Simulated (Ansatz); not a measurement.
Runs of Ansatz 0.2.0 on CuSn3. Symmetry: I4/mmm, No. 139, tetragonal system. The conventional cell has a = 4.480 Å, b = 4.480 Å, c = 9.741 Å, α = 90.00°, β = 90.00°, γ = 90.00°. Sn (site symmetry 4/mmm) is surrounded by 4 Cu at 3.17 Å and 8 Sn at 3.31 Å. Sn (site symmetry -4m2) has 8 Sn at 3.17 to 3.31 Å and 4 Cu at 3.31 Å as nearest neighbours. Cu (site symmetry 4/mmm) is surrounded by 12 Sn at 3.17 to 3.31 Å. The cell comes from a database or a generator and needn't be the stable form of this composition.

```csv
task,level,spin,cutoff (eV),points for each segment of the path,atoms under strain,gap on the mesh (eV),pressure (GPa),V0 of scaled cells (Å³/atom),B0 (GPa)
band structure,PBEsol,"SOC, no magnetisation",420,14,-,none,-4.1,-,-
phonons,PBEsol,off,420,-,-,none,-,-,-
elastic constants,PBEsol,off,420,-,relaxed,none,-4.1,-,-
equation of state,PBE,off,420,-,-,-,-,23.96,54
equation of state,r2SCAN,off,500,-,-,-,-,23.21,(a)
```

Alike in all rows: potentials or basis Ansatz PAW; cell as given; k mesh 8 × 8 × 8; smearing fermi-dirac 0.05 eV.

Estimate the missing entries.

(a) 58.

Caveats: the PAW data sets come from PBE, with cores solved anew for the run's functional, which leaves a small shift of forces and pressure (some runs); the cell was scaled at fixed shape and fractional positions, which overstates the stiffness of a crystal with free parameters, most of all of layers and chains (some runs); some modes are imaginary (some runs); the cell is more than 3 GPa from zero pressure, which shifts response properties (some runs); the elastic tensor has a negative eigenvalue, so either the cell is unstable as it stands or the mesh is too thin (some runs); the PAW data sets were made with another functional, which shifts forces and pressure a little (some runs).

A k mesh can miss the band edges, and rows without SOC leave out spin-orbit coupling on Sn.

A gap of «none» marks a metal or a gap under the smearing width.
